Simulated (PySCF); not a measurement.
# C9H12: the cost of one run

Programs: PySCF 2.14.0, with routines of our own; each step states its level. All values are computed. Atoms count from 0.

### 1 The starting structure

21 atoms, charge 0, multiplicity 1; geometry from: GFN2-xTB.

### 2 Magnetic properties: GIAO KT3/pcSseg-1

Job settings and geometry (Å):

```
{"job": {"kind": "mag", "xc": "KT3", "basis": "pcSseg-1", "isotopologues": 0}, "charge": 0, "multiplicity": 1}
C      2.379123     1.157846    -1.079216
C      1.121488     1.112753    -0.679423
C      0.480855     0.046681     0.151600
C      1.420898    -1.073327     0.572630
C     -0.380709     0.620858     1.317267
C     -1.612276     0.083483     0.631795
C     -2.903186     0.104081     0.921544
C     -0.819640    -0.455947    -0.470810
C     -1.088945    -1.112938    -1.586365
H      2.743590     1.970012    -1.685585
H      3.099852     0.400287    -0.825860
H      0.439985     1.903758    -0.970996
H      0.874949    -1.815430     1.151969
H      1.840999    -1.565291    -0.301606
H      2.230221    -0.679965     1.184294
H     -0.350746     1.705616     1.412770
H     -0.170304     0.176626     2.288904
H     -3.632657    -0.352846     0.274683
H     -3.275477     0.577444     1.814937
H     -2.097417    -1.382738    -1.852296
H     -0.309523    -1.404020    -2.270707
```

Method: GIAO KT3/pcSseg-1 magnetisability, rotational g tensor and spin-rotation constants, non-relativistic, gas phase.

Started as:

```bash
> OMP_NUM_THREADS=1 python excited_run.py task.json out
```

This one command runs all jobs of the session in turn.

Q: Estimate the wall time and peak memory of this first job on 1 thread of Arm Neoverse N1, shared host.

About 1.9 min, with a peak of 0.75 GiB.
